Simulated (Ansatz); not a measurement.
**Be₂H₂ (singlet): from Hartree-Fock to the top rungs at distance Be1–H3 = 1.676 Å, cc-pVDZ**

One table from this session's results is given with a row withheld; the runs are named, their logs left out.

The runs use Ansatz 0.2.0, Gaussian basis; cc-pVDZ, core rule «outside noble gas», up to 2 orbitals frozen.

Plan: UHF; CCSD(T) on RHF; BCCD(T) on RHF; CISD; CCSDT(Q) on RHF; CASSCF and MRCISD+Q, 2 electrons in 2 orbitals; CASSCF and NEVPT2, 2 electrons in 2 orbitals; Full CI.

45 further runs of the same task are left out: 25 for a known fault of the program, 13 that didn't finish, 7 set aside as unsound or not needed.

## The system

The geometry derives from a PBE0/def2-TZVP stationary point (not a proven minimum). One bond is set to the value named and the two fragments are kept rigid.

4 atoms, charge 0, spin multiplicity 1.

Atoms are counted from 1 here; the program's logs count them from 0.

Bond lengths: Be2–H4 1.348 Å.

The first run:

in.yaml

```yaml
crystal:
  periodic: [false, false, false]
  atoms:
    - {symbol: Be, position_ang: [0.000000, 0.000000, 0.970610]}
    - {symbol: Be, position_ang: [0.000000, 0.000000, -1.134850]}
    - {symbol: H, position_ang: [0.000000, 0.000000, 2.646610]}
    - {symbol: H, position_ang: [0.000000, 0.000000, -2.482368]}
basis:
  gaussian: {orbitals: cc-pVDZ}
magnetization: {spin_polarized: true, initial_magnetization: 0}
hamiltonian: {xc: hf}
output: {orbitals: {seedname: orbitals}}
```

Run with:

```bash
$ ansatz run in.yaml --threads 1 --pin off --events-out ev --progress --plain --max-ram 2393MiB
```

Among the steps run: UHF; CCSD(T) on RHF; BCCD(T) on RHF; CISD; CCSDT(Q) on RHF; CASSCF and MRCISD+Q, 2 electrons in 2 orbitals; CASSCF and NEVPT2, 2 electrons in 2 orbitals; Full CI.

One table of the session follows, with a row left open; its other results are not shown here.

It belongs to the step «Misses and costs». 

| method | from FCI (meV) |
| --- | --- |
| RHF | +2980.6 |
| RMP2 | +842.7 |
| CISD | +201.1 |
| RCCSD | +57.6 |
| RCCSD(T) | +16.4 |
| BCCD(T) | +16.2 |
| RCCSDT | +2.0 |
| RCCSDT(Q) | ? |
| CASSCF pair | +2498.8 |
| NEVPT2 pair | +780.3 |
| MRCISD pair | +142.2 |
| MRCISD+Q pair | -32.1 |
| FCI | 0 |

Estimate the missing values for RCCSDT(Q).

**Answer.** from FCI (meV): +0.5. In the column «from FCI (meV)» it lies between FCI (0) and RCCSDT (+2.0).

Caveats from the session: MRCISD+Q pair falls below full CI: the +Q correction isn't variational, and the cores differ from full CI's.
